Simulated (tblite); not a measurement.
# C4H12AlF2NO: the cost of one run

The runs use tblite 0.8.0 and PySCF 2.14.0, with density-fitted response routines of our own; the level of theory stands in each step. All values are computed, except where a source is named. Atoms are numbered from 0 throughout.

## 1. Starting geometry

21 atoms, charge 0, multiplicity 1; geometry from: force field or distance geometry start.

Bonds of the start (Å): C0–N1 1.44, N1–C2 1.43, N1–Al3 1.92, N1–C4 1.44, C4–O5 1.38, O5–C6 1.40, C6–F7 1.40, C6–F8 1.38, C0–H9 1.13, C0–H10 1.10, C0–H11 1.11, C2–H12 1.12, C2–H13 1.12, C2–H14 1.10, Al3–H15 1.61, Al3–H16 1.61, Al3–H17 1.58, C4–H18 1.13, C4–H19 1.11, C6–H20 1.11.

## 2. Geometry optimisation with GFN2-xTB

The job: settings as JSON, then the geometry in Å.

```
{"job": {"kind": "relax", "xc": "GFN2-xTB", "basis": "xTB"}, "charge": 0, "multiplicity": 1}
C     -1.057700     1.391000    -0.619400
N     -0.659100     0.073600    -0.183300
C     -0.876500    -0.911500    -1.197100
Al    -1.796700    -0.435500     1.278400
C      0.685600     0.132200     0.329200
O      1.645800    -0.304200    -0.558500
C      2.892100    -0.174800     0.065600
F      3.707300     0.720000    -0.629400
F      3.587900    -1.365900     0.134900
H     -1.899400     1.729600     0.056100
H     -0.201400     2.081800    -0.557300
H     -1.372600     1.389100    -1.688100
H     -0.608700    -1.904800    -0.763900
H     -1.978500    -0.938700    -1.400300
H     -0.364000    -0.685100    -2.142500
H     -1.398600    -1.945300     1.671200
H     -3.327600    -0.361700     0.784500
H     -1.509800     0.516900     2.508100
H      0.951900     1.212100     0.549300
H      0.803500    -0.441800     1.269600
H      2.767700     0.240100     1.092300
```

Started as:

```sh
$ OMP_NUM_THREADS=1 python probes_run.py task.json out
```

The driver reads the jobs from task.json and runs them one after another.

**Question.** How long does this first job take on 1 thread of Arm Neoverse V1, shared host, and how much memory does it need?

About 1.4 s, with a peak of 0.18 GiB.
